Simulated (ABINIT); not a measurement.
Write the native input for ABINIT 10.8.3 (patched build) that does the following.

```yaml
Task: equation of state
Functional: PBEsol
Potentials_or_basis: PseudoDojo NC SR PBEsol v0.4.1 standard
Cutoff: 1143 eV
k_mesh: 8 × 8 × 4
Occupations: fermi-dirac, width 0.05 eV
Spin: no spin polarisation
```

Ta4O:

```
Ta O
1.0
     3.25750    0.00000    0.00000
     0.00000    3.25750    0.00000
     0.00000    0.00000    7.40934
Ta O
4 1
Direct
  0.00000 0.00000 0.00000
  0.50000 0.50000 0.21684
  0.50000 0.50000 0.78316
  0.00000 0.00000 0.50000
  0.50000 0.50000 0.50000
```

The cell comes from a database or a generator and needn't be the stable form of this composition.

One way to write it, as run:

run.abi

```
ndtset 7
scalecart1 3*0.9795861087
scalecart2 3*0.9864848297
scalecart3 3*0.9932883884
scalecart4 3*1.0000000000
scalecart5 3*1.0066227096
scalecart6 3*1.0131594038
scalecart7 3*1.0196128224

pp_dirpath "./"
pseudos "Ta.upf, O.upf"

acell 3.257497 3.257497 7.409341 Angstrom
rprim
     1.0000000000     0.0000000000     0.0000000000
     0.0000000000     1.0000000000     0.0000000000
     0.0000000000     0.0000000000     1.0000000000
ntypat 2
znucl 73 8
natom 5
typat 1 1 1 1 2
xred
     0.0000000000     0.0000000000     0.0000000000
     0.5000000000     0.5000000000     0.2168420000
     0.5000000000     0.5000000000     0.7831580000
     0.0000000000     0.0000000000     0.5000000000
     0.5000000000     0.5000000000     0.5000000000

ecut 1142.878222 eV

kptopt 1
ngkpt 8 8 4
nshiftk 1
shiftk 0.0 0.0 0.0

ixc -116133

nband 35
occopt 3
tsmear 0.05 eV

nstep 100
tolvrs 1.0e-10

iomode 3
prtwf 0
prtden 0
prteig 0
prtebands 0
```

Potentials or basis: PseudoDojo NC SR PBEsol v0.4.1 standard.

Run with:

```sh
$ mpirun --bind-to none -np 4 abinit run.abi > log 2>&1
```

Results of the run:

```
Equilibrium volume                        : 15.14 Å³/atom
Bulk modulus at fixed shape and positions : 235 GPa
Pressure derivative of the bulk modulus   : 4.3
```

Caveat: pressures at fixed basis lie under the slope of the energies; the cell was scaled at fixed shape and fractional positions, which overstates the stiffness of a crystal with free parameters, most of all of layers and chains.

Wall time 19 min on 4 MPI ranks on Arm Neoverse V2, with other jobs on the host, peak memory 0.68 GiB a rank.
